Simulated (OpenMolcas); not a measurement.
# Co²⁺ among point charges: CASSCF and CASPT2 levels and susceptibility

Aim: the splitting of the states of Co²⁺ in the field of 3 point charges, its lowest levels with spin-orbit coupling and its magnetic susceptibility.

The numbers are computed with OpenMolcas 26.06 (state-averaged CASSCF and CASPT2, spin-orbit coupling by RASSI with atomic mean-field integrals), except any that are marked as measured or tabulated.

### 1 The atom as given

| Quantity | Value |
| --- | --- |
| Species | Co²⁺ (cobalt, Z = 27, 25 electrons) |
| Basis | ANO-RCC-VTZP [6s5p3d2f1g], 59 functions |
| Scalar Hamiltonian | DKH2, point nucleus |
| Inactive shells | 1s 2s 2p 3s 3p |
| Active space | 7 electrons in 5 orbitals (3d) |
| Some configurations of this space | 3d7 |
| Orbitals | optimised for each spin and parity, averaged over all roots |

The outer shells:

3d7
```
3d [↑↓][↑↓][↑ ][↑ ][↑ ]
```

The ion sits among 3 point charges of -1 e arranged as a planar triangle (D3h), 1.71 Å from the ion.

Each step is its own input file, run in one work folder so that later steps find the files of earlier ones. Labels, J, g values, rates, χT and fits are worked out afterwards by a script from the matrices that RASSI stores.

### 2 One- and two-electron integrals

a.inp reads:

```
&GATEWAY
Coord
1

Co 0.0 0.0 0.0
Basis=ANO-RCC-VTZP
Group=NoSym
NoMove
AngMom=0.0 0.0 0.0
AMFI
XField
3 Angstrom 0
1.710000 0.000000 0.000000 -1.000000
-0.855000 1.480903 0.000000 -1.000000
-0.855000 -1.480903 0.000000 -1.000000
&SEWARD
```

The run is started by

```sh
OMP_NUM_THREADS=1 MOLCAS_MEM=1689 MOLCAS_PROJECT=a pymolcas a.inp > a.log
```

The log of the run:

```text
Basis set label: CO.ANO-RCC...6S5P3D2F1G.

      Electronic valence basis set:
      ------------------
      Associated Effective Charge  27.000000 au
      Associated Actual Charge     27.000000 au
      Nuclear Model: Point charge

      Shell  nPrim  nBasis  Cartesian Spherical Contaminant
         s      21       6        X
         p      15       5        X
         d      10       3                 X
         f       6       2                 X
         g       4       1                 X
                  Relativistic Douglas-Kroll-Hess integrals:
                    - DKH order of Hamiltonian: 2
                    - DKH order of Properties : 0
                  Atomic mean-field integrals
```

### 3 CASSCF: quartets, 10 roots

a.inp reads:

```
&RASSCF
FileOrb=start.orb
Symmetry=1
Spin=4
nActEl=7 0 0
Inactive=9
Ras2=5
CIRoot=10 10 1
SDav=10
CIMx=300
Iter=120 100
PrWF=0.3
OrbListing=Nothing
MaxOrb=0
>>> COPY $Project.JobIph JOB001
```

start.orb holds the contracted functions of the basis, ordered by shell, or the orbitals of the step before.

The log of the run (excerpt; [...] marks lines left out):

```text
[...]
      Number of active orbitals                  5
[...]
      Spin quantum number                      1.5
[...]
      Active orbitals                            5
[...]
      Number of CSFs                            10
      Number of root(s) required                10
[...]
      Convergence after 10 iterations
[...]
      Natural orbitals and occupation numbers for root  1
      sym 1:   1.076068   1.923932   1.000000   1.923932   1.076068
      Natural orbitals and occupation numbers for root  2
      sym 1:   1.194359   1.805641   1.000000   1.805641   1.194359
      Natural orbitals and occupation numbers for root  3
      sym 1:   1.000000   1.194359   1.805641   1.805641   1.194359
::    RASSCF root number  1 Total energy:  -1392.89480438
::    RASSCF root number  2 Total energy:  -1392.89111259
::    RASSCF root number  3 Total energy:  -1392.89111259
[...]
::    RASSCF root number  7 Total energy:  -1392.87378444
::    RASSCF root number  8 Total energy:  -1392.80749530
::    RASSCF root number  9 Total energy:  -1392.80749530
::    RASSCF root number 10 Total energy:  -1392.76732124
```

### 4 Reference wave functions, doublets, 40 roots

a.inp reads:

```
&RASSCF
FileOrb=start.orb
Symmetry=1
Spin=2
nActEl=7 0 0
Inactive=9
Ras2=5
CIRoot=40 40 1
SDav=40
CIMx=300
Iter=120 100
PrWF=0.3
OrbListing=Nothing
MaxOrb=0
>>> COPY $Project.JobIph JOB002
```

The log of the run (excerpt; [...] marks lines left out):

```text
[...]
      Number of active orbitals                  5
[...]
      Spin quantum number                      0.5
[...]
      Active orbitals                            5
[...]
      Number of CSFs                            40
      Number of root(s) required                40
[...]
      Convergence after  8 iterations
[...]
      Natural orbitals and occupation numbers for root  1
      sym 1:   1.128497   1.128530   1.742987   1.742956   1.257030
      Natural orbitals and occupation numbers for root  2
      sym 1:   1.128498   1.128529   1.742956   1.742987   1.257030
      Natural orbitals and occupation numbers for root  3
      sym 1:   1.230733   1.230733   1.500000   1.538534   1.500000
::    RASSCF root number  1 Total energy:  -1392.80818589
::    RASSCF root number  2 Total energy:  -1392.80818589
::    RASSCF root number  3 Total energy:  -1392.80395802
[...]
::    RASSCF root number 27 Total energy:  -1392.75146487
::    RASSCF root number 28 Total energy:  -1392.75146486
::    RASSCF root number 29 Total energy:  -1392.69287087
::    RASSCF root number 30 Total energy:  -1392.69265287
```

### 5 State interaction with spin-orbit coupling

a.inp reads:

```
&RASSI
NrOfJobIphs=2 10 40
1 2 3 4 5 6 7 8 9 10
1 2 3 4 5 6 7 8 9 10 11 12 13 14 15 16 17 18 19 20 21 22 23 24 25 26 27
28 29 30 31 32 33 34 35 36 37 38 39 40
IphNames
JOB001
JOB002
EJob
SpinOrbit
DIPRint=1.0
SOCoupling=1000.0
Subsets=2
Property=9
'ANGMOM' 1 'ANGMOM' 2 'ANGMOM' 3 'MLTPL  1' 1 'MLTPL  1' 2 'MLTPL  1' 3
'AMFI' 1 'AMFI' 2 'AMFI' 3
SOProperty=3
'ANGMOM' 1 'ANGMOM' 2 'ANGMOM' 3
```

The run is started by

```sh
OMP_NUM_THREADS=1 MOLCAS_MEM=1689 MOLCAS_PROJECT=a pymolcas a.inp > a.log
```

The log of the run:

```text
SPIN-FREE ENERGIES:
  (Shifted by EMIN (a.u.) =      -1392.8948043818)

 SF State       Relative EMIN(au)   Rel lowest level(eV)    D:o, cm**(-1)      L_eff

     1             0.0000000000        0.0000000000              0.0000         2.9
     2             0.0036917926        0.1004587934            810.2548         2.9
     3             0.0036917939        0.1004588287            810.2551         2.9
     4             0.0148798623        0.4049016807           3265.7523         3.0
     5             0.0148798684        0.4049018459           3265.7536         3.0
     6             0.0209980233        0.5713853225           4608.5334         3.0
     7             0.0210199464        0.5719818800           4613.3450         3.0
    11             0.0866184881        2.3570091356          19010.5607         4.1
    12             0.0866184881        2.3570091356          19010.5607         4.1
     8             0.0873090831        2.3758011822          19162.1288         1.1
     9             0.0873090856        2.3758012519          19162.1294         1.1
    13             0.0908463611        2.4720554212          19938.4716         4.0
    14             0.0910099387        2.4765065948          19974.3728         4.0
    15             0.0951591159        2.5894114568          20885.0119         4.0
    16             0.0951591189        2.5894115386          20885.0125         4.0
    17             0.0986663042        2.6848469136          21654.7507         3.9
    18             0.0986663042        2.6848469136          21654.7507         3.9
    19             0.0990080014        2.6941449665          21729.7446         3.9
    20             0.0991115572        2.6969628657          21752.4725         5.0
    21             0.0991115578        2.6969628810          21752.4726         5.0
    22             0.1122556587        3.0546320863          24637.2693         1.8
    23             0.1122556596        3.0546321127          24637.2695         1.8
    24             0.1149871372        3.1289594032          25236.7595         1.3
    25             0.1175863885        3.1996886345          25807.2293         4.9
    26             0.1175863885        3.1996886345          25807.2293         4.9
    27             0.1270220792        3.4564468578          27878.1240         4.9
    28             0.1271222708        3.4591732102          27900.1135         4.9
    29             0.1272947847        3.4638675540          27937.9759         2.2
    10             0.1274831374        3.4689928912          27979.3146         1.1
    30             0.1315976428        3.5809542883          28882.3441         4.4
    31             0.1315976463        3.5809543819          28882.3449         4.4
    32             0.1364870050        3.7140006120          29955.4351         4.8
    33             0.1364870074        3.7140006755          29955.4356         4.8
    34             0.1379051043        3.7525890581          30266.6719         4.8
    35             0.1387173789        3.7746921774          30444.9456         2.9
    36             0.1387173794        3.7746921902          30444.9457         2.9
    37             0.1433395163        3.9004669432          31459.3875         1.6
    38             0.1433395179        3.9004669854          31459.3878         1.6
    39             0.2019335119        5.4948907883          44319.2831         3.0
    40             0.2021515138        5.5008229234          44367.1290         3.0
Eigenvalues of complex Hamiltonian:
   -----------------------------------
  (Shifted by EMIN (a.u.) =      -1392.8948043818)

 SO State       Relative EMIN(au)   Rel lowest level(eV)    D:o, cm**(-1)     J-value

     1            -0.0022865123        0.0000000000              0.0000         4.3
     2            -0.0022865123        0.0000000000              0.0000         4.3
     3            -0.0014918220        0.0216246269            174.4144         3.9
     4            -0.0014918220        0.0216246269            174.4144         3.9
     5             0.0018907358        0.1136687129            916.8000         3.3
     6             0.0018907358        0.1136687129            916.8000         3.3
     7             0.0039767206        0.1704312509           1374.6207         2.8
     8             0.0039767206        0.1704312509           1374.6207         2.8
     9             0.0042299065        0.1773207902           1430.1886         3.2
    10             0.0042299065        0.1773207902           1430.1886         3.2
    11             0.0063378845        0.2346817925           1892.8363         2.1
    12             0.0063378845        0.2346817925           1892.8363         2.1
    13             0.0117655486        0.3823760579           3084.0709         2.9
    14             0.0117655486        0.3823760579           3084.0709         2.9
    15             0.0138477248        0.4390349594           3541.0558         2.9
    16             0.0138477248        0.4390349594           3541.0558         2.9
    17             0.0157984523        0.4921169569           3969.1909         2.8
    18             0.0157984523        0.4921169569           3969.1909         2.8
    19             0.0170056715        0.5249670651           4234.1449         1.7
    20             0.0170056715        0.5249670651           4234.1449         1.7
    21             0.0176487864        0.5424671136           4375.2923         2.3
    22             0.0176487864        0.5424671136           4375.2923         2.3
    23             0.0200390200        0.6075086826           4899.8880         1.7
    24             0.0200390200        0.6075086826           4899.8880         1.7
    25             0.0226420336        0.6783402921           5471.1834         1.7
    26             0.0226420336        0.6783402921           5471.1834         1.7
    27             0.0249426615        0.7409435656           5976.1129         1.3
    28             0.0249426615        0.7409435656           5976.1129         1.3
    29             0.0851567346        2.3794519671          19191.5744         2.0
    30             0.0851567346        2.3794519671          19191.5744         2.0
    31             0.0858852128        2.3992748684          19351.4569         1.3
    32             0.0858852128        2.3992748684          19351.4569         1.3
    33             0.0860503985        2.4037698012          19387.7109         2.6
    34             0.0860503985        2.4037698012          19387.7109         2.6
    35             0.0864590213        2.4148889930          19477.3933         1.8
    36             0.0864590213        2.4148889930          19477.3933         1.8
    37             0.0871488107        2.4336591180          19628.7845         1.8
    38             0.0871488107        2.4336591180          19628.7845         1.8
    39             0.0880977177        2.4594801947          19837.0456         1.4
    40             0.0880977177        2.4594801947          19837.0456         1.4
    41             0.0900585997        2.5128385126          20267.4094         3.5
Weights of the five most important spin-orbit-free states for each spin-orbit state.

 SO State  Total energy (au)           Spin-free states, spin, and weights
 -------------------------------------------------------------------------------------------------------
    1        -0.002287       1 1.5  0.7482    2 1.5  0.1240    3 1.5  0.1240   19 0.5  0.0011    4 1.5  0.0011
    2        -0.002287       1 1.5  0.7482    2 1.5  0.1240    3 1.5  0.1240   19 0.5  0.0011    4 1.5  0.0011
    3        -0.001492       1 1.5  0.7446    3 1.5  0.1241    2 1.5  0.1241    4 1.5  0.0030    5 1.5  0.0030
    4        -0.001492       1 1.5  0.7446    3 1.5  0.1241    2 1.5  0.1241    4 1.5  0.0030    5 1.5  0.0030
    5         0.001891       2 1.5  0.4815    3 1.5  0.4815    4 1.5  0.0177    5 1.5  0.0177   16 0.5  0.0006
    6         0.001891       2 1.5  0.4815    3 1.5  0.4815    4 1.5  0.0177    5 1.5  0.0177   16 0.5  0.0006
    7         0.003977       2 1.5  0.3552    3 1.5  0.3551    1 1.5  0.2539    4 1.5  0.0171    5 1.5  0.0171
    8         0.003977       2 1.5  0.3552    3 1.5  0.3551    1 1.5  0.2539    4 1.5  0.0171    5 1.5  0.0171
    9         0.004230       3 1.5  0.4770    2 1.5  0.4770    1 1.5  0.0289    4 1.5  0.0081    5 1.5  0.0081
   10         0.004230       3 1.5  0.4770    2 1.5  0.4770    1 1.5  0.0289    4 1.5  0.0081    5 1.5  0.0081
   11         0.006338       3 1.5  0.3851    2 1.5  0.3851    1 1.5  0.2207    4 1.5  0.0038    5 1.5  0.0038
   12         0.006338       3 1.5  0.3851    2 1.5  0.3851    1 1.5  0.2207    4 1.5  0.0038    5 1.5  0.0038
```

These steps: 15 s of run time, 1 thread, shared host.

Spin-free states, with their symmetry labels:

| state | degeneracy | E (cm-1) | free-ion L (%) |
| --- | --- | --- | --- |
| 4A2 | 1 | 0 | F (97) |
| 4E | 2 | 810 | F (96) |
| 4E | 2 | 3266 | F (100) |
| 4A1 | 1 | 4609 | F (100) |
| 4A2 | 1 | 4613 | F (100) |
| 2E | 2 | 19011 | G (88) |
| 4E | 2 | 19162 | P (96) |
| 2A2 | 1 | 19938 | G (92) |
| 2A1 | 1 | 19974 | G (92) |
| 2E | 2 | 20885 | G (94) |
| 2E | 2 | 21655 | G (94) |
| 2A1 | 1 | 21730 | G (92) |
| 2E | 2 | 21752 | H (100) |
| 2E | 2 | 24637 | P (51) |
| 2A2 | 1 | 25237 | P (94) |
| 2E | 2 | 25807 | H (88) |
| 2A1 | 1 | 27878 | H (92) |
| 2A2 | 1 | 27900 | H (92) |
| 2A1 | 1 | 27938 | D (92) |
| 4A2 | 1 | 27979 | P (97) |
| 2E | 2 | 28882 | H (71) |
| 2E | 2 | 29955 | H (91) |
| 2A2 | 1 | 30267 | H (90) |
| 2E | 2 | 30445 | D (76) |

With spin-orbit coupling:

| E (cm-1) | Degeneracy | Label | 2S+1 | g |
| --- | --- | --- | --- | --- |
| 0.0 | 2 | E1/2 | 4 | 1.84 6.26 6.26 |
| 174.4 | 2 | E3/2 | 4 | 0.00 0.00 5.48 |
| 916.8 | 2 | E1/2 | 4 | 0.00 0.00 7.93 |
| 1375 | 2 | E3/2 | 4 | 0.00 0.00 4.44 |
| 1430 | 2 | E1/2 | 4 | 1.43 4.43 4.43 |
| 1893 | 2 | E1/2 | 4 | 2.22 2.22 2.69 |
| 3084 | 2 | E1/2 | 4 | 0.00 0.00 9.89 |
| 3541 | 2 | E1/2 | 4 | 0.00 0.00 5.96 |
| 3969 | 2 | E3/2 | 4 | 0.00 0.00 2.00 |
| 4234 | 2 | E3/2 | 4 | 0.00 0.00 11.99 |
| 4375 | 2 | E1/2 | 4 | 0.04 0.04 1.96 |
| 4900 | 2 | E1/2 | 4 | 0.03 0.03 8.09 |
| 5471 | 2 | E1/2 | 4 | 0.03 0.03 4.09 |
| 5976 | 2 | E3/2 | 4 | 0.00 0.00 0.05 |
| 19192 | 2 | E3/2 | 2 | 0.00 0.00 9.86 |
| 19351 | 2 | E1/2 | 4 | 0.01 0.01 7.98 |
| 19388 | 2 | E1/2 | 2 | 0.11 0.11 6.38 |
| 19477 | 2 | E3/2 | 4 | 0.00 0.00 3.99 |
| 19629 | 2 | E1/2 | 4 | 0.19 1.39 1.39 |
| 19837 | 2 | E1/2 | 4 | 1.48 1.48 3.79 |
| 20267 | 2 | E1/2 | 2 | 0.02 0.02 4.27 |
| 20668 | 2 | E1/2 | 2 | 0.17 0.17 7.54 |
| 21127 | 2 | E3/2 | 2 | 0.00 0.00 2.30 |
| 21624 | 2 | E1/2 | 2 | 0.07 0.07 5.68 |

The table of states holds 24 of 33 computed; the rest, higher up, is left out. Labels of spin-orbit levels are those of the rotation subgroup (D3 for D3h). Principal g values are given for doublets only; a zero marks a field direction without first-order Zeeman splitting.

Powder χT (cm³ K/mol): 2.59 at 2 K, 2.65 at 5 K, 2.73 at 10 K, 2.91 at 20 K, 3.40 at 50 K, 3.93 at 100 K, 4.16 at 150 K, 4.28 at 200 K, 4.35 at 250 K, 4.41 at 300 K.

Orbitals of the lowest block (energies include the constant potential of the surroundings):

| shell | space | energy (hartree) | mean occupation | ⟨r²⟩ (bohr²) |
| --- | --- | --- | --- | --- |
| 1s | inactive | -285.5562 | 2.000 | 0.00421 |
| 2s | inactive | -35.2498 | 2.000 | 0.0761 |
| 2p | inactive | -30.0229 | 6.000 | 0.0618 |
| 3s | inactive | -4.4233 | 2.000 | 0.692 |
| 3p | inactive | -2.8346 | 6.000 | 0.789 |
| 3d | RAS2 |  | 7.000 | 1.40 |

### 6 CASPT2: IPEA 0.25, imaginary shift 0.1 (closed shells correlated: 3s 3p)

a.inp reads:

```
>>> COPY JOB001 $Project.JobIph
&CASPT2
Multistate=10 1 2 3 4 5 6 7 8 9 10
NoMult
Frozen=5
IPEA=0.25
Imaginary=0.1
MaxIter=60
WThr=0.0 0.3 0.05
PrWF=0.5
NoMix
>>> COPY JOB002 $Project.JobIph
&CASPT2
Multistate=40 1 2 3 4 5 6 7 8 9 10 11 12 13 14 15 16 17 18 19 20 21 22
23 24 25 26 27 28 29 30 31 32 33 34 35 36 37 38 39 40
NoMult
Frozen=5
IPEA=0.25
Imaginary=0.1
MaxIter=60
WThr=0.0 0.3 0.05
PrWF=0.5
NoMix
```

The run is started by

```sh
OMP_NUM_THREADS=1 MOLCAS_MEM=1689 MOLCAS_PROJECT=a pymolcas a.inp > a.log
```

The log of the run (excerpt; [...] marks lines left out):

```text
[...]
      Active orbitals                            5
[...]
      E2 (Variational):          -0.4995302885
      Total energy:           -1393.3943346703
[...]
::    CASPT2 Root  1     Total energy:  -1393.39433467
::    CASPT2 Root  2     Total energy:  -1393.39367560
[...]
::    CASPT2 Root 27     Total energy:  -1393.27189505
::    CASPT2 Root 28     Total energy:  -1393.27189905
::    CASPT2 Root 29     Total energy:  -1393.22305510
::    CASPT2 Root 30     Total energy:  -1393.22299381
```

Time for this run: 18 s (1 thread, shared host).

SS-CASPT2: lowest energy less the reference's lowest, -0.4995 hartree; reference weights 0.925 to 0.935.

Spin-free states, with their symmetry labels:

| state | degeneracy | E (cm-1) | free-ion L (%) |
| --- | --- | --- | --- |
| 4A2 | 1 | 0 | F (97) |
| 4E | 2 | 145 | F (96) |
| 4E | 2 | 3733 | F (100) |
| 4A1 | 1 | 4319 | F (100) |
| 4A2 | 1 | 4320 | F (100) |
| 4E | 2 | 15230 | P (96) |
| 2E | 2 | 16543 | G (88) |
| 2A2 | 1 | 16927 | G (92) |
| 2A1 | 1 | 16939 | G (92) |
| 2E | 2 | 17925 | G (94) |
| 2E | 2 | 18644 | G (94) |
| 2E | 2 | 18716 | H (100) |
| 2A1 | 1 | 18775 | G (92) |
| 2E | 2 | 19191 | P (51) |
| 2A2 | 1 | 19886 | P (94) |
| 2E | 2 | 22739 | H (88) |
| 2A1 | 1 | 23290 | D (92) |
| 2A1 | 1 | 25051 | H (92) |
| 2A2 | 1 | 25061 | H (92) |
| 2E | 2 | 25313 | H (71) |
| 4A2 | 1 | 25632 | P (97) |
| 2E | 2 | 26283 | D (76) |
| 2E | 2 | 26872 | D (53) |
| 2E | 2 | 27209 | H (91) |

With spin-orbit coupling:

```tsv
E (cm-1)	Degeneracy	Label	2S+1	g
0	2	E1/2	4	1.67 6.53 6.53
150	2	E3/2	4	0.00 0.00 4.94
500	2	E1/2	4	0.00 0.00 7.96
1010	2	E1/2	4	2.01 4.34 4.34
1200	2	E3/2	4	0.00 0.00 5.02
1650	2	E1/2	4	1.84 1.84 2.29
3700	2	E1/2	4	0.00 0.00 9.73
4130	2	E1/2	4	0.00 0.00 5.78
4160	2	E3/2	4	0.00 0.00 11.99
4580	2	E3/2	4	0.00 0.00 1.87
4890	2	E1/2	4	0.00 0.00 8.24
5030	2	E1/2	4	0.02 0.02 1.99
5460	2	E1/2	4	0.00 0.00 4.23
5940	2	E3/2	4	0.00 0.00 0.14
15640	2	E1/2	4	0.00 0.00 7.99
15740	2	E3/2	4	0.00 0.00 3.99
15880	2	E1/2	4	0.33 1.82 1.82
16110	2	E1/2	4	1.88 1.88 3.64
16910	2	E3/2	2	0.00 0.00 9.82
16980	2	E1/2	2	0.12 0.12 6.78
17480	2	E1/2	2	0.11 0.11 4.25
18040	2	E1/2	2	0.06 0.06 7.16
18380	2	E3/2	2	0.00 0.00 2.35
18880	2	E1/2	2	0.05 0.05 5.70
```

Powder χT (cm³ K/mol): 2.80 at 2 K, 2.87 at 5 K, 2.99 at 10 K, 3.22 at 20 K, 3.85 at 50 K, 4.42 at 100 K, 4.64 at 150 K, 4.74 at 200 K, 4.78 at 250 K, 4.80 at 300 K.

### 7 The methods side by side

A. CASSCF
B. SS-CASPT2, IPEA 0.25, imaginary shift 0.1 (closed shells correlated: 3s 3p)

| method | ground state | first state of that spin (cm-1) | first gap with spin-orbit (cm-1) | χT at 300 K |
| --- | --- | --- | --- | --- |
| A | 4A2 | 4E 810.3 | 174.4 | 4.41 |
| B | 4A2 | 4E 144.7 | 147.8 | 4.80 |

### 8 Summary of results

```
                                            quantity                                                                        value
                                              method  SS-CASPT2, IPEA 0.25, imaginary shift 0.1 (closed shells correlated: 3s 3p)
                              spin-free ground state                                              4A2, 1-fold in its orbital part
first state of the same spin within the active space                                                               4E at 145 cm⁻¹
                                        lowest level                                            2-fold E1/2, g = 1.67, 6.53, 6.53
                                          next level                                                                   147.8 cm⁻¹
                                         χT at 300 K                                                               4.80 cm³ K/mol
                           effective moment at 300 K                                                                      6.20 μB
```

Cost by method:

| method | time of its own steps | time with the reference |
| --- | --- | --- |
| A. CASSCF | 15 s | 15 s |
| B. SS-CASPT2, IPEA 0.25, imaginary shift 0.1, +3s 3p | 18 s | 33 s |

Times are of one thread on a shared host.

**Reading.** The spin-free ground state (4A2) comes to 97 % from free-ion F terms and keeps the highest spin of the shell. χT at 300 K is 4.80, against 1.88 cm³ K/mol for the spin alone, so orbital moment adds to it. An active space of the d shell alone favours high spin; real ions in strong fields can be low spin. CASPT2 does not keep the components of a term degenerate, and the means are used. The field of point charges can differ much from that of real complexes. With metal d orbitals alone active, the gaps between spin states are rough; where two lie within a few thousand cm-1, their order is open. This is an electrostatic model: the charges have no orbitals.
